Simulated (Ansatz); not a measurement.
Cu, space group I4/mmm, a calculation of the elastic constants

Computed with Ansatz's Python interface.

`cu.cif`
```cif
data_Cu
_cell_length_a 2.461078
_cell_length_b 2.461078
_cell_length_c 2.461078
_cell_angle_alpha 108.21810
_cell_angle_beta 108.21810
_cell_angle_gamma 112.00763
_symmetry_space_group_name_H-M 'P 1'
_symmetry_Int_Tables_number 1
loop_
_symmetry_equiv_pos_as_xyz
'x, y, z'
loop_
_atom_site_label
_atom_site_type_symbol
_atom_site_fract_x
_atom_site_fract_y
_atom_site_fract_z
Cu1 Cu    0.000000    0.000000    0.000000
```

Typed at the interpreter:
```pycon
>>> from dataclasses import dataclass
>>> import ansatz as az
>>> from ase.io import read
>>> import numpy as np
>>> @dataclass
... class Settings:
...     mixing_beta: float = 0.3
...     cutoff_ev: int = 380
...     tolerance: float = 1e-05
...     kmesh: tuple[int, ...] = (22, 22, 22)
...
>>> cfg = Settings()
>>> atoms = read("cu.cif")
>>> cell = az.Crystal.from_ase(atoms)
>>> model = (
...     cell.calculation()
...     .mixing("broyden", beta=cfg.mixing_beta)
...     .basis(cfg.cutoff_ev)
...     .occupations(az.OccupationsMethod.METHFESSEL_PAXTON, width=50 * az.meV)
...     .functional(az.Functional.R2SCAN)
...     .accuracy("low")
...     .scf(tolerance=cfg.tolerance)
...     .kpoints(*cfg.kmesh)
... )
>>> done = model.elastic("relaxed-ion").run(threads=1, backend="cpu")
DeckWarning: basis.ecutwfc = 380 eV is below the records' recommended 500 eV, and the density's cutoff is lower with it unless basis.ecutrho_ratio is high enough to keep the records' density cutoff: compare with a run at a higher cutoff
DeckWarning: elastic: scf.convergence.dr2_threshold = 1e-5 eV (typed) is looser than the 1e-10 eV advised at elastic.amplitude = 2e-3. Elastic constants divide stress differences by the amplitude, so a small SCF error in a stress becomes a large one in a constant, unseen in the output: at amplitude 2e-3 the clamped-ion constants of small cells erred by tens of per cent at 1e-7 eV and about one at [...]
DeckWarning: scf.convergence.dr2_threshold = 1e-5 eV is looser than this run's default, which is 1e-7 eV or tighter. The error in the forces grows as the threshold's square root, so leave the key out unless less accurate forces are enough
>>> elastic = done.elastic
>>> print(np.array2string(np.round(elastic.c_gpa, 1) + 0.0, suppress_small=True))
[[265.1 116.3 103.3   0.    0.    0.3]
 [116.  246.3 125.9   0.    0.  -23.2]
 [103.6 126.5 251.7   0.    0.   28.3]
 [  0.    0.    0.   49.   37.9   0. ]
 [  0.    0.    0.   37.9  18.4   0. ]
 [  0.  -23.5  28.    0.    0.   45.5]]
>>> print("Voigt stress of the unstrained cell (GPa, tension positive):", np.round(elastic.sigma0_gpa, 3) + 0.0)
Voigt stress of the unstrained cell (GPa, tension positive): [-0.337 -0.17  -0.476  0.     0.     0.206]
>>> print("smallest eigenvalue of C:", round(elastic.stability.min_eigenvalue_gpa, 1), "GPa; tensor positive definite:", elastic.stability.min_eigenvalue_gpa > 0)
smallest eigenvalue of C: -7.2 GPa; tensor positive definite: False
>>> # averaged moduli need a positive definite tensor
>>> if elastic.stability.min_eigenvalue_gpa > 0:
...     m = elastic.moduli
...     anisotropy = 5 * m.g_voigt_gpa / m.g_reuss_gpa + m.k_voigt_gpa / m.k_reuss_gpa - 6
...     print(f"Voigt K {m.k_voigt_gpa:.1f} G {m.g_voigt_gpa:.1f}; Reuss K {m.k_reuss_gpa:.1f} G {m.g_reuss_gpa:.1f}; universal anisotropy index {anisotropy:.3f}")
...     S = np.linalg.inv(elastic.c_gpa)
...     print("Young modulus along x, y, z (GPa):", np.round(1 / np.diag(S)[:3], 1))
...     print("linear compressibility along x, y, z (1/TPa):", np.round(1000 * S[:3, :3].sum(axis=1), 2))
...
```

The settings weren't tested for convergence. The cutoff lies under the one recommended for these potentials. The cell isn't relaxed first, so the values belong to this volume. Under the recommended cutoff a pressure can be off by several GPa, even in sign. This isn't the structure that Cu takes at ambient conditions. Warnings are shown shortened and without file and line. Shear constants of a metal converge slowly with the k-point mesh and can be wrong in sign on a coarse one; the constants belong to the cell that was strained. Wall time of the script: 13 min on 1 thread of Arm Neoverse V1, on a shared host, peak memory 1.1 GiB.

(A comment or docstring line of the script was reworded after the run, the code is as it ran.)
